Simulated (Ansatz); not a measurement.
Input of an Ansatz 0.2.0 run:

input.yaml

```yaml
crystal:
  lattice:
    - [-1.94790367, 1.94790367, 4.01834097]
    - [1.94790367, -1.94790367, 4.01834097]
    - [1.94790367, 1.94790367, -4.01834097]
  atoms:
    - { symbol: Pt, position: [0.5, 0.5, 0.0] }
    - { symbol: Pt, position: [0.25, 0.75, 0.5] }
    - { symbol: Pt, position: [0.75, 0.25, 0.5] }
    - { symbol: W, position: [0.0, 0.0, 0.0] }
kpoints:
  mp_grid: { grid: [10, 10, 10] }
  band_path:
    path:
      - [0.0, 0.0, 0.0]
      - [0.0, 0.0, 0.5]
      - [-0.1174928356, 0.1174928356, 0.5]
      - [-0.3087464178, 0.3087464178, 0.3087464178]
      - [0.0, 0.0, 0.0]
      - [0.5, 0.5, -0.5]
      - [0.3087464178, 0.6912535822, -0.3087464178]
      - [0.0, 0.5, 0.0]
    npoints: 10
scf:
  occupations: { method: fermi_dirac, width: 0.05 }
hamiltonian:
  xc: pbesol
  pseudopotentials: { kind: all_electron, lapw: { basis_error: 0.002 } }
output:
  forces: true
  stress: true
  eigenvalues: true
```

Potentials or basis: all-electron LAPW, scalar-relativistic.

Command:

```console
$ ansatz run input.yaml --threads 2 --pin off --max-ram 8192MiB --backend cpu --events-out ev --progress --plain --runs-dir out
```

(1) Predict the pressure.

(2) What does it give for the band gap along the path?

Results:

(1) -5.1 GPa.

(2) none (metal or under the smearing width).

Caveat: spin-orbit coupling is left out, which moves the levels of the heavy elements.
